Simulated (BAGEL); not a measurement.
# triplet BGeSiH4F: levels of theory compared

We compute a comparison of 4 runs (UHF/STO-3G, ROHF/6-31G*, UHF/6-31G*, ROHF/def2-SVP) of triplet BGeSiH4F. 

The results are computed with BAGEL 1.2.2.

3 further runs of the same task are left out: 2 that didn't finish, 1 set aside as unsound or not needed.

### Step 1. The system as given

BGeSiH4F has 8 atoms, charge 0, and is taken as a triplet. As SMILES of the parent species, `F[SiH]1[BH][GeH2]1`. The shape is that of a PBE0-D4/def2-TZVP optimisation. That shape belongs to the parent species and isn't relaxed for this state.

Bond lengths: F1–Si2 1.593 Å, Si2–B3 1.853 Å, B3–Ge4 1.921 Å, Si2–H5 1.480 Å, B3–H6 1.187 Å, Ge4–H7 1.537 Å, Ge4–H8 1.538 Å. Angles: F1–Si2–B3 128.9°, Si2–B3–Ge4 100.3°, F1–Si2–H5 105.5°, B3–Si2–H5 125.6°, Si2–B3–H6 133.1°, Ge4–B3–H6 126.6°, B3–Ge4–H7 123.7°, B3–Ge4–H8 127.8°, H7–Ge4–H8 108.5°. A long bond or contact: Si2–Ge4 2.898 Å.

### Step 2. A single-point energy at UHF/STO-3G (density fitting with cc-pvqz-jkfit) (run 1)

Input file job.json:

```json
{ "bagel" : [

{
  "title" : "molecule",
  "basis" : "sto-3g",
  "df_basis" : "cc-pvqz-jkfit",
  "angstrom" : "true",
  "geometry" : [
    { "atom" : "F", "xyz" : [      -2.802200,      -0.097000,       1.042600 ] },
    { "atom" : "Si", "xyz" : [      -1.254200,      -0.152100,       0.669600 ] },
    { "atom" : "B", "xyz" : [      -0.400100,       0.469700,      -0.853200 ] },
    { "atom" : "Ge", "xyz" : [       1.417000,      -0.002300,      -0.444500 ] },
    { "atom" : "H", "xyz" : [      -0.596000,      -0.820500,       1.814600 ] },
    { "atom" : "H", "xyz" : [      -0.786100,       1.014100,      -1.834400 ] },
    { "atom" : "H", "xyz" : [       1.843400,      -0.708900,       0.852500 ] },
    { "atom" : "H", "xyz" : [       2.670300,       0.239800,      -1.303100 ] }
  ]
},

{
  "title" : "uhf",
  "charge" : 0,
  "nopen" : 2
},

{
  "title" : "print",
  "file" : "orbitals.molden",
  "orbitals" : "true"
}

]}
```

The run is started by

```bash
$ BAGEL_NUM_THREADS=1 BAGEL job.json > job.out
```

What it wrote:

```text
* using 1 threads per process

  ===============================================================
  ===============================================================

  *** Geometry ***

  { "atom" : "F", "xyz" : [     -5.295391,     -0.183303,      1.970228 ] },
  { "atom" : "Si", "xyz" : [     -2.370095,     -0.287427,      1.265361 ] },
  { "atom" : "B", "xyz" : [     -0.756079,      0.887604,     -1.612314 ] },
  { "atom" : "Ge", "xyz" : [      2.677742,     -0.004346,     -0.839983 ] },
  { "atom" : "H", "xyz" : [     -1.126277,     -1.550520,      3.429097 ] },
  { "atom" : "H", "xyz" : [     -1.485514,      1.916371,     -3.466514 ] },
  { "atom" : "H", "xyz" : [      3.483521,     -1.339627,      1.610992 ] },
  { "atom" : "H", "xyz" : [      5.046136,      0.453156,     -2.462502 ] },

  Number of auxiliary basis functions:      782

  Since a DF basis is specified, we compute 2- and 3-index integrals:
    o Being stored without compression. Storage requirement is 0.011 GB

  Number of basis functions:       41
  Number of electrons      :       64

    * METHOD: MOLECULE                             0.59

  *** Open-shell HF ***

  === Nuclear Repulsion ===
   285.3992666481

      * DIIS with orbital gradients will be used.

  === UHF iteration (sto-3g) ===
      0      -2461.88866141          0.01817380           0.19
      1      -2461.95941792          0.00463776           0.19
      2      -2461.96577178          0.00174935           0.16
      3      -2461.96708992          0.00082048           0.16
      4      -2461.96794732          0.00044389           0.17
      5      -2461.96828327          0.00016108           0.16
      6      -2461.96834237          0.00003429           0.16
      7      -2461.96834502          0.00001621           0.15
      8      -2461.96834614          0.00000333           0.16
      9      -2461.96834627          0.00000078           0.16
     10      -2461.96834629          0.00000032           0.15
     11      -2461.96834629          0.00000016           0.15
     12      -2461.96834630          0.00000005           0.15
     13      -2461.96834630          0.00000001           0.16
     14      -2461.96834630          0.00000001           0.19
    * SCF iteration converged.

    * S^2 (UHF) is 2.0214

    * Permanent dipole moment:
           (   -0.227023,     0.039699,    -0.003839) a.u.

    * METHOD: UHF                                  2.65

    * METHOD: PRINT                                0.00

  ===============================================================
```

It took 3.6 s on 1 thread of Intel Xeon Platinum 8488C (Sapphire Rapids), shared host; peak memory 0.11 GiB.

### Step 3. The energy at ROHF/6-31G(d) (density fitting with cc-pvqz-jkfit, spherical functions) (run 2)

Input file input.json:

```json
{ "bagel" : [

{
  "title" : "molecule",
  "basis" : "6-31gs.json",
  "df_basis" : "cc-pvqz-jkfit",
  "angstrom" : "true",
  "geometry" : [
    { "atom" : "F", "xyz" : [   -2.802200,   -0.097000,    1.042600 ] },
    { "atom" : "Si", "xyz" : [   -1.254200,   -0.152100,    0.669600 ] },
    { "atom" : "B", "xyz" : [   -0.400100,    0.469700,   -0.853200 ] },
    { "atom" : "Ge", "xyz" : [    1.417000,   -0.002300,   -0.444500 ] },
    { "atom" : "H", "xyz" : [   -0.596000,   -0.820500,    1.814600 ] },
    { "atom" : "H", "xyz" : [   -0.786100,    1.014100,   -1.834400 ] },
    { "atom" : "H", "xyz" : [    1.843400,   -0.708900,    0.852500 ] },
    { "atom" : "H", "xyz" : [    2.670300,    0.239800,   -1.303100 ] }
  ]
},
{ "title" : "rohf", "nopen" : 2 },
{ "title" : "print", "file" : "orbitals.molden", "orbitals" : "true" }

]}
```

The basis set 6-31G* is read from a file made from the Basis Set Exchange's data (not shown).

The run is started by

```bash
$ BAGEL_NUM_THREADS=1 BAGEL input.json > input.out
```

What it wrote:

```text
* using 1 threads per process

  ===============================================================
  ===============================================================

  *** Geometry ***

  { "atom" : "F", "xyz" : [     -5.295391,     -0.183303,      1.970228 ] },
  { "atom" : "Si", "xyz" : [     -2.370095,     -0.287427,      1.265361 ] },
  { "atom" : "B", "xyz" : [     -0.756079,      0.887604,     -1.612314 ] },
  { "atom" : "Ge", "xyz" : [      2.677742,     -0.004346,     -0.839983 ] },
  { "atom" : "H", "xyz" : [     -1.126277,     -1.550520,      3.429097 ] },
  { "atom" : "H", "xyz" : [     -1.485514,      1.916371,     -3.466514 ] },
  { "atom" : "H", "xyz" : [      3.483521,     -1.339627,      1.610992 ] },
  { "atom" : "H", "xyz" : [      5.046136,      0.453156,     -2.462502 ] },

  Number of auxiliary basis functions:      782

  Since a DF basis is specified, we compute 2- and 3-index integrals:
    o Being stored without compression. Storage requirement is 0.046 GB

  Number of basis functions:       86
  Number of electrons      :       64

    * METHOD: MOLECULE                             0.87

  *** Open-shell HF ***

  === Nuclear Repulsion ===
   285.3992666481

      * DIIS with orbital gradients will be used.

  === ROHF iteration (6-31gs.json) ===
      0      -2490.21003800          0.02906539           0.37
      1      -2490.31172375          0.01808612           0.35
      2      -2490.34096458          0.01108663           0.36
      3      -2490.35849508          0.00084953           0.35
      4      -2490.35903232          0.00038620           0.38
      5      -2490.35916043          0.00022811           0.35
      6      -2490.35927878          0.00007689           0.35
      7      -2490.35928971          0.00003453           0.35
      8      -2490.35929149          0.00001690           0.35
      9      -2490.35929195          0.00000658           0.41
     10      -2490.35929201          0.00000228           0.35
     11      -2490.35929202          0.00000079           0.43
     12      -2490.35929203          0.00000037           0.49
     13      -2490.35929203          0.00000017           0.35
     14      -2490.35929203          0.00000007           0.53
     15      -2490.35929203          0.00000003           0.51
     16      -2490.35929203          0.00000002           0.46
     17      -2490.35929203          0.00000001           0.56
    * SCF iteration converged.

    * S^2 (ROHF) is 2.0000

    * Permanent dipole moment:
           (   -0.246630,     0.029837,     0.019539) a.u.

    * METHOD: ROHF                                 7.72

    * METHOD: PRINT                                0.03

  ===============================================================
```

Wall time 9 s (1 thread of Intel Xeon Platinum 8488C (Sapphire Rapids), shared host); peak memory 0.2 GiB.

Run 3 isn't shown in full; the table further down has it.

### Step 4. A single-point energy at ROHF/def2-SVP (density fitting with cc-pvqz-jkfit) (run 4)

Input file input.json:

```json
{ "bagel": [

{
  "title": "molecule",
  "basis": "svp",
  "df_basis": "cc-pvqz-jkfit",
  "angstrom": true,
  "geometry": [
    { "atom": "F", "xyz": [   -2.802200,   -0.097000,    1.042600 ] },
    { "atom": "Si", "xyz": [   -1.254200,   -0.152100,    0.669600 ] },
    { "atom": "B", "xyz": [   -0.400100,    0.469700,   -0.853200 ] },
    { "atom": "Ge", "xyz": [    1.417000,   -0.002300,   -0.444500 ] },
    { "atom": "H", "xyz": [   -0.596000,   -0.820500,    1.814600 ] },
    { "atom": "H", "xyz": [   -0.786100,    1.014100,   -1.834400 ] },
    { "atom": "H", "xyz": [    1.843400,   -0.708900,    0.852500 ] },
    { "atom": "H", "xyz": [    2.670300,    0.239800,   -1.303100 ] }
  ]
},
{ "title": "rohf", "nopen": 2 },
{ "title": "print", "file": "orbitals.molden", "orbitals": true }

]}
```

The run is started by

```bash
$ BAGEL_NUM_THREADS=1 BAGEL input.json > input.out
```

What it wrote:

```text
* using 1 threads per process

  ===============================================================
  ===============================================================

  *** Geometry ***

  { "atom" : "F", "xyz" : [     -5.295391,     -0.183303,      1.970228 ] },
  { "atom" : "Si", "xyz" : [     -2.370095,     -0.287427,      1.265361 ] },
  { "atom" : "B", "xyz" : [     -0.756079,      0.887604,     -1.612314 ] },
  { "atom" : "Ge", "xyz" : [      2.677742,     -0.004346,     -0.839983 ] },
  { "atom" : "H", "xyz" : [     -1.126277,     -1.550520,      3.429097 ] },
  { "atom" : "H", "xyz" : [     -1.485514,      1.916371,     -3.466514 ] },
  { "atom" : "H", "xyz" : [      3.483521,     -1.339627,      1.610992 ] },
  { "atom" : "H", "xyz" : [      5.046136,      0.453156,     -2.462502 ] },

  Number of auxiliary basis functions:      782

  Since a DF basis is specified, we compute 2- and 3-index integrals:
    o Being stored without compression. Storage requirement is 0.060 GB

  Number of basis functions:       98
  Number of electrons      :       64

    * METHOD: MOLECULE                             1.06

  *** Open-shell HF ***

  === Nuclear Repulsion ===
   285.3992666481

      * DIIS with orbital gradients will be used.

  === ROHF iteration (svp) ===
      0      -2490.06086778          0.02578636           0.45
      1      -2490.16793906          0.01575277           0.53
      2      -2490.19728641          0.00948212           0.54
      3      -2490.21417306          0.00082271           0.46
      4      -2490.21471760          0.00038261           0.46
      5      -2490.21485155          0.00021233           0.45
      6      -2490.21497446          0.00007119           0.43
      7      -2490.21498836          0.00003041           0.48
      8      -2490.21499053          0.00001604           0.46
      9      -2490.21499104          0.00000634           0.44
     10      -2490.21499112          0.00000247           0.45
     11      -2490.21499114          0.00000087           0.43
     12      -2490.21499115          0.00000042           0.44
     13      -2490.21499115          0.00000025           0.57
     14      -2490.21499115          0.00000012           0.52
     15      -2490.21499115          0.00000006           0.43
     16      -2490.21499115          0.00000003           0.44
     17      -2490.21499115          0.00000002           0.46
     18      -2490.21499115          0.00000001           0.49
    * SCF iteration converged.

    * S^2 (ROHF) is 2.0000

    * Permanent dipole moment:
           (   -0.257415,     0.034137,     0.014561) a.u.

    * METHOD: ROHF                                 9.34

    * METHOD: PRINT                                0.02

  ===============================================================
```

Run time: 11 s. Hardware: 1 thread of Intel Xeon Platinum 8488C (Sapphire Rapids), shared host; peak memory 0.23 GiB.

### Step 5. Overview of the runs

```tsv
run	level	energy (Eh)	dipole moment (D)	⟨S²⟩	wall time
1	UHF/STO-3G (density fitting with cc-pvqz-jkfit)	-2461.968346	0.59	2.021	3.6 s
2	ROHF/6-31G* (density fitting with cc-pvqz-jkfit, spherical functions)	-2490.359292	0.63	2.000	9 s
3	UHF/6-31G* (density fitting with cc-pvqz-jkfit, spherical functions)	-2490.365679	0.70	2.027	9.9 s
4	ROHF/def2-SVP (density fitting with cc-pvqz-jkfit)	-2490.214991	0.66	2.000	11 s
```

### Step 6. Results

```
            quantity           value
 run 4: total energy  -2490.21499 Eh
run 4: dipole moment          0.66 D
         run 4: ⟨S²⟩           2.000
```

What this shows: The dipole moment (its size) runs from 0.59 D (UHF/STO-3G) to 0.70 D (UHF/6-31G*). In run 1 the basis is minimal, so the values are rough. All runs together took 33 s, the longest 11 s.
